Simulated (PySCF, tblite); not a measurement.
# C6H4S: vibronic structure

What do calculations give for the vibronic structure of C6H4S (`C#Cc1ccsc1`)?

Computed with tblite 0.8.0 and PySCF 2.14.0 and routines of our own; the level stands in each step. Atoms count from 0.

## Step 1: The system as given

11 atoms, charge 0, multiplicity 1; geometry from: force field or distance geometry start.

## Step 2: Relaxing the molecule with GFN2-xTB

Job settings and geometry (Å):

```
{"job": {"kind": "relax", "xc": "GFN2-xTB", "basis": "xTB"}, "charge": 0, "multiplicity": 1}
C      2.525600    -1.321800    -0.083500
C      1.482400    -0.669200    -0.078900
C      0.264400     0.067300    -0.048400
C     -0.970300    -0.531500    -0.290400
C     -1.994500     0.368000    -0.206800
S     -1.499700     1.875300     0.107500
C      0.095000     1.422200     0.176200
H      3.426400    -1.895600    -0.103600
H     -1.147600    -1.602800    -0.492900
H     -3.065100     0.163400    -0.350600
H      0.888900     2.127400     0.385500
```

Run with:

```bash
$ OMP_NUM_THREADS=1 python excited_run.py task.json out
```

One launch serves the whole session: the jobs run in the order shown.

Standard output:

```text
step      E/eV     max force
  0    -490.45068    3.645
  1    -490.59603    6.178
  2    -490.63546    4.021
  3    -490.75064    0.650
  4    -490.75887    0.342
  5    -490.76458    0.342
  6    -490.77165    0.154
  7    -490.77287    0.147
  8    -490.77429    0.123
  9    -490.77529    0.118
 10    -490.77617    0.068
 11    -490.77641    0.027
 12    -490.77648    0.021
 13    -490.77652    0.025
 14    -490.77657    0.025
 15    -490.77660    0.017
 16    -490.77663    0.021
 17    -490.77666    0.024
 18    -490.77672    0.032
 19    -490.77680    0.040
 20    -490.77691    0.036
 21    -490.77704    0.034
 22    -490.77716    0.031
 23    -490.77725    0.022
 24    -490.77729    0.018
 25    -490.77731    0.014
 26    -490.77732    0.012
 27    -490.77734    0.010
```

It took 0.1 s on 1 thread of Arm Neoverse V2, shared host.

Step by step:

```tsv
step	energy from step 0 (eV)	largest force (eV/Å)
0	0.0000	3.6447
1	-0.1454	6.1782
2	-0.1848	4.0211
3	-0.3000	0.6500
4	-0.3082	0.3417
5	-0.3139	0.3419
6	-0.3210	0.1540
7	-0.3222	0.1466
8	-0.3236	0.1229
9	-0.3246	0.1178
10	-0.3255	0.0675
11	-0.3257	0.0272
12	-0.3258	0.0215
13	-0.3258	0.0250
14	-0.3259	0.0250
15	-0.3259	0.0168
16	-0.3260	0.0207
17	-0.3260	0.0236
18	-0.3260	0.0323
19	-0.3261	0.0397
20	-0.3262	0.0361
21	-0.3264	0.0337
22	-0.3265	0.0307
23	-0.3266	0.0220
24	-0.3266	0.0179
25	-0.3266	0.0144
26	-0.3266	0.0117
27	-0.3267	0.0096
```

Distances of close pairs at the start and the end, largest changes first:

```tsv
bond	before (Å)	after (Å)	change (Å)
C4–S5	1.617	1.723	+0.105
S5–C6	1.659	1.715	+0.056
C2–C3	1.393	1.425	+0.031
C0–C1	1.231	1.201	-0.030
C3–H8	1.105	1.075	-0.030
C4–H9	1.099	1.072	-0.028
C0–H7	1.068	1.049	-0.019
C2–C6	1.384	1.367	-0.017
```

The final coordinates are the input of the step that follows.

## Step 3: Vibrational analysis with GFN2-xTB

Job settings and geometry (Å):

```
{"job": {"kind": "ir", "xc": "GFN2-xTB", "basis": "xTB"}, "charge": 0, "multiplicity": 1}
C      2.501889    -1.285607    -0.084114
C      1.475585    -0.662946    -0.068135
C      0.257173     0.045776    -0.055974
C     -1.011969    -0.558830    -0.288053
C     -2.026571     0.333991    -0.223080
S     -1.474573     1.929125     0.121565
C      0.151686     1.387949     0.178791
H      3.401555    -1.824739    -0.097428
H     -1.135306    -1.607047    -0.492510
H     -3.075812     0.161337    -0.356724
H      0.941767     2.083662     0.379618
```

Standard output:

```text
mode    cm-1     km/mol
  1     135.1      0.05
  2     135.2      0.05
  3     355.9      0.22
  4     413.8      0.12
  5     435.7      1.49
  6     487.5      0.01
  7     562.3      7.92
  8     630.8      0.52
  9     662.6      7.32
 10     667.0     15.58
 11     736.1      3.88
 12     760.4     20.41
 13     826.1     15.11
 14     835.7      2.77
 15     872.3     17.12
 16     944.5      1.19
 17    1076.6      0.35
 18    1122.8      6.70
 19    1181.1      5.08
 20    1361.6      0.46
 21    1453.6     35.80
 22    1544.5      4.78
 23    2259.8      4.05
 24    3135.7     12.40
 25    3166.0      9.21
 26    3168.2      3.88
 27    3396.7      6.34
```

It took 0.21 s on 1 thread of Arm Neoverse V2, shared host.

The strongest bands and the atoms that carry them (share of the mass-weighted mode):

```tsv
cm⁻¹	km/mol	atoms
562	7.9	C2 35 %, H7 24 %, C3 12 %
667	15.6	H7 82 %, C0 11 %
760	20.4	H9 65 %
826	15.1	C4 61 %, S5 19 %
872	17.1	C6 60 %, S5 20 %, H10 17 %
1454	35.8	C2 28 %, C4 26 %, C3 23 %, C6 18 %
3136	12.4	H8 89 %
3166	9.2	H9 88 %
```

## Step 4: Vibronic structure: TDDFT LC-wPBE/6-31G*

Settings changed since step 3:

```diff
@@ -1,2 +1,2 @@
-{"job": {"kind": "ir", "xc": "GFN2-xTB", "basis": "xTB"}, "charge": 0, "multiplicity": 1}
+{"job": {"kind": "vib", "xc": "LC-wPBE", "basis": "6-31G*", "tda": false}, "charge": 0, "multiplicity": 1}
 C      2.501889    -1.285607    -0.084114
```

Method: TDDFT LC-wPBE/6-31G* vertical-gradient vibronic structure (displaced harmonic oscillators, Condon), gas phase.

Standard output:

```text
final grid: 47288 points
cycle   1  E = -628.7862251252  dE =  1.759e+00  |g| = 3.205e-01  |ddm| = 4.220e+00
cycle   2  E = -628.8164898476  dE = -3.026e-02  |g| = 1.650e-01  |ddm| = 7.885e-01
cycle   3  E = -628.8227019006  dE = -6.212e-03  |g| = 6.561e-02  |ddm| = 2.528e-01
cycle   4  E = -628.8238386640  dE = -1.137e-03  |g| = 2.449e-02  |ddm| = 1.118e-01
cycle   5  E = -628.8239893281  dE = -1.507e-04  |g| = 8.088e-03  |ddm| = 3.233e-02
cycle   6  E = -628.8240074592  dE = -1.813e-05  |g| = 2.161e-03  |ddm| = 1.278e-02
cycle   7  E = -628.8240095772  dE = -2.118e-06  |g| = 8.663e-04  |ddm| = 4.387e-03
cycle   8  E = -628.8240100049  dE = -4.277e-07  |g| = 2.833e-04  |ddm| = 2.069e-03
cycle   9  E = -628.8240100694  dE = -6.449e-08  |g| = 1.390e-04  |ddm| = 7.910e-04
cycle  10  E = -628.8240100835  dE = -1.411e-08  |g| = 4.583e-05  |ddm| = 3.689e-04
cycle  11  E = -628.8240100858  dE = -2.316e-09  |g| = 2.181e-05  |ddm| = 1.737e-04
cycle  12  E = -628.8240100861  dE = -3.092e-10  |g| = 6.976e-06  |ddm| = 5.614e-05
converged SCF energy = -628.8240100861

Singlet excitations (eV, f): 5.700 (0.1983)  6.098 (0.0803)  6.109 (0.0000)  6.361 (0.0001)  6.745 (0.1260)  6.839 (0.0001)

State S1  5.7004 eV  f = 0.19831  H->L 0.88
  relaxed dipole 1.066 D, largest gradient of the excitation energy 0.0996 Eh/bohr
  mode    cm-1        S   lambda/meV  Raman
   21   1453.6    0.5662     102.0   0.780
   22   1544.5    0.5156      98.7   0.802
   23   2259.8    0.3004      84.2   1.000
   13    826.1    0.4514      46.2   0.201
    8    630.8    0.4991      39.0   0.129
   20   1361.6    0.1082      18.3   0.131
   19   1181.1    0.0293       4.3   0.027
   17   1076.6    0.0226       3.0   0.017
    2    135.2    0.1757       2.9   0.002
    1    135.1    0.1605       2.7   0.002
   27   3396.7    0.0063       2.7   0.048
   15    872.3    0.0243       2.6   0.012
  reorganisation energy 0.4149 eV, total S 2.952, 0-0 5.2854 eV
  absorption maximum 5.473 eV, width 0.670 eV

State S2  6.0977 eV  f = 0.08025  H-1->L 0.88
  relaxed dipole 2.016 D, largest gradient of the excitation energy 0.0608 Eh/bohr
  mode    cm-1        S   lambda/meV  Raman
   21   1453.6    0.8519     153.5   1.000
   15    872.3    0.7858      85.0   0.332
    6    487.5    0.5824      35.2   0.077
    5    435.7    0.5187      28.0   0.055
   18   1122.8    0.1940      27.0   0.136
   22   1544.5    0.0647      12.4   0.086
   13    826.1    0.0667       6.8   0.025
   23   2259.8    0.0241       6.8   0.068
   16    944.5    0.0482       5.6   0.024
   20   1361.6    0.0249       4.2   0.026
   10    667.0    0.0366       3.0   0.009
    8    630.8    0.0173       1.4   0.004
  reorganisation energy 0.3739 eV, total S 3.359, 0-0 5.7238 eV
  absorption maximum 6.016 eV, width 0.500 eV

State S5  6.7454 eV  f = 0.12596  H->L+1 0.56, H-3->L 0.14, H-2->L+3 0.10
  relaxed dipole 1.313 D, largest gradient of the excitation energy 0.1126 Eh/bohr
  mode    cm-1        S   lambda/meV  Raman
   23   2259.8    0.6061     169.8   1.000
   21   1453.6    0.4976      89.7   0.340
   13    826.1    0.1169      12.0   0.026
    8    630.8    0.1501      11.7   0.019
    5    435.7    0.2056      11.1   0.013
   27   3396.7    0.0198       8.4   0.074
   16    944.5    0.0544       6.4   0.016
   15    872.3    0.0521       5.6   0.013
    6    487.5    0.0591       3.6   0.005
   20   1361.6    0.0144       2.4   0.009
    2    135.2    0.1306       2.2   0.001
    1    135.1    0.1257       2.1   0.001
  reorganisation energy 0.3278 eV, total S 2.047, 0-0 6.4176 eV
  absorption maximum 6.422 eV, width 0.384 eV

State T1  3.4747 eV  f = 0.00000  H->L 0.74, H-1->L 0.14
  relaxed dipole 1.185 D, largest gradient of the excitation energy 0.1281 Eh/bohr
  mode    cm-1        S   lambda/meV  Raman
   21   1453.6    1.2699     228.9   1.000
   22   1544.5    0.4088      78.3   0.363
    8    630.8    0.8524      66.7   0.126
   20   1361.6    0.3099      52.3   0.214
   23   2259.8    0.1410      39.5   0.268
   13    826.1    0.1598      16.4   0.041
    6    487.5    0.2051      12.4   0.018
    5    435.7    0.1555       8.4   0.011
   18   1122.8    0.0302       4.2   0.014
   10    667.0    0.0471       3.9   0.008
   15    872.3    0.0346       3.7   0.010
   17   1076.6    0.0159       2.1   0.007
  reorganisation energy 0.5232 eV, total S 3.817, 0-0 2.9515 eV
  absorption maximum 3.391 eV, width 0.660 eV
```

Wall time 23 s (1 thread of Arm Neoverse V2, shared host); peak memory 0.62 GiB.

## Step 5: Vibronic structure: TDA HF/6-31G*

Settings changed since step 4:

```diff
@@ -1,2 +1,2 @@
-{"job": {"kind": "vib", "xc": "LC-wPBE", "basis": "6-31G*", "tda": false}, "charge": 0, "multiplicity": 1}
+{"job": {"kind": "vib", "xc": "HF", "basis": "6-31G*", "tda": true, "nstates": 2, "grid": 2, "nbright": 1}, "charge": 0, "multiplicity": 1}
 C      2.501889    -1.285607    -0.084114
```

Method: TDA HF/6-31G* vertical-gradient vibronic structure (displaced harmonic oscillators, Condon), gas phase.

Standard output:

```text
final grid: 100488 points
cycle   1  E = -626.8773103310  dE =  2.210e+00  |g| = 4.532e-01  |ddm| = 3.830e+00
cycle   2  E = -626.9508337831  dE = -7.352e-02  |g| = 1.753e-01  |ddm| = 9.389e-01
cycle   3  E = -626.9592319082  dE = -8.398e-03  |g| = 8.218e-02  |ddm| = 3.922e-01
cycle   4  E = -626.9614119623  dE = -2.180e-03  |g| = 2.045e-02  |ddm| = 1.508e-01
cycle   5  E = -626.9615531626  dE = -1.412e-04  |g| = 7.617e-03  |ddm| = 3.178e-02
cycle   6  E = -626.9615859177  dE = -3.276e-05  |g| = 2.372e-03  |ddm| = 1.490e-02
cycle   7  E = -626.9615935169  dE = -7.599e-06  |g| = 1.019e-03  |ddm| = 8.672e-03
cycle   8  E = -626.9615945777  dE = -1.061e-06  |g| = 3.981e-04  |ddm| = 3.546e-03
cycle   9  E = -626.9615947223  dE = -1.445e-07  |g| = 1.076e-04  |ddm| = 1.417e-03
cycle  10  E = -626.9615947317  dE = -9.425e-09  |g| = 4.413e-05  |ddm| = 3.666e-04
cycle  11  E = -626.9615947331  dE = -1.409e-09  |g| = 1.584e-05  |ddm| = 1.230e-04
cycle  12  E = -626.9615947333  dE = -2.379e-10  |g| = 7.669e-06  |ddm| = 4.110e-05
converged SCF energy = -626.9615947333

Singlet excitations (eV, f): 5.911 (0.1564)  6.198 (0.0000)

State S1  5.9111 eV  f = 0.15635  H->L 0.72
  relaxed dipole 0.968 D, largest gradient of the excitation energy 0.1154 Eh/bohr
  mode    cm-1        S   lambda/meV  Raman
   23   2259.8    0.5486     153.7   1.000
   21   1453.6    0.7116     128.2   0.537
   22   1544.5    0.3588      68.7   0.306
    8    630.8    0.5255      41.1   0.075
   20   1361.6    0.1231      20.8   0.081
   13    826.1    0.1270      13.0   0.031
   27   3396.7    0.0149       6.3   0.061
    6    487.5    0.0781       4.7   0.007
    2    135.2    0.2013       3.4   0.001
    1    135.1    0.1847       3.1   0.001
    5    435.7    0.0465       2.5   0.003
   10    667.0    0.0206       1.7   0.003
  reorganisation energy 0.4528 eV, total S 2.978, 0-0 5.4583 eV
  absorption maximum 5.734 eV, width 0.756 eV

State T1  2.9856 eV  f = 0.00000  H->L 0.71, H-1->L 0.11
  relaxed dipole 1.395 D, largest gradient of the excitation energy 0.1339 Eh/bohr
  mode    cm-1        S   lambda/meV  Raman
   21   1453.6    1.7193     309.9   1.000
    8    630.8    0.8522      66.7   0.093
   20   1361.6    0.3870      65.3   0.197
   22   1544.5    0.2591      49.6   0.170
   23   2259.8    0.1238      34.7   0.174
    6    487.5    0.4104      24.8   0.027
   13    826.1    0.1322      13.5   0.025
   15    872.3    0.1074      11.6   0.022
    5    435.7    0.1969      10.6   0.010
   18   1122.8    0.0412       5.7   0.014
   10    667.0    0.0562       4.6   0.007
   26   3168.2    0.0057       2.2   0.016
  reorganisation energy 0.6060 eV, total S 4.537, 0-0 2.3796 eV
  absorption maximum 2.914 eV, width 0.692 eV
```

Run time: 3.6 s. Hardware: 1 thread of Arm Neoverse V2, shared host; peak memory 0.6 GiB.

## Step 6: Summary of results

```
                                                                                      quantity                     value
                                                     strongest single infrared mode (GFN2-xTB)      1454 cm⁻¹, 36 km/mol
                                                                  zero-point energy (GFN2-xTB)             46.2 kcal/mol
S1: vertical, reorganisation, 0-0, total S (step 4, TDDFT LC-wPBE/6-31G*, modes from GFN2-xTB)  5.70, 0.41, 5.29 eV; 3.0
S2: vertical, reorganisation, 0-0, total S (step 4, TDDFT LC-wPBE/6-31G*, modes from GFN2-xTB)  6.10, 0.37, 5.72 eV; 3.4
S5: vertical, reorganisation, 0-0, total S (step 4, TDDFT LC-wPBE/6-31G*, modes from GFN2-xTB)  6.75, 0.33, 6.42 eV; 2.0
       S1: vertical, reorganisation, 0-0, total S (step 5, TDA HF/6-31G*, modes from GFN2-xTB)  5.91, 0.45, 5.46 eV; 3.0
       T1: vertical, reorganisation, 0-0, total S (step 5, TDA HF/6-31G*, modes from GFN2-xTB)  2.99, 0.61, 2.38 eV; 4.5
```

What this shows: No mode is imaginary among the 27: a minimum at this level. The strongest single mode, at 1454 cm⁻¹, is spread over several atoms, C2, C4, C3, C6 among them. Unscaled tight-binding wavenumbers are off by several per cent, some by more. Its intensities can rank the bands wrongly. Some states lie very close; unless symmetry makes them partners, their order is unsure. The vibronic model keeps the ground-state modes (from xTB) and shifts them along the gradient alone, so it can miss much of the relaxation that a full optimisation finds.
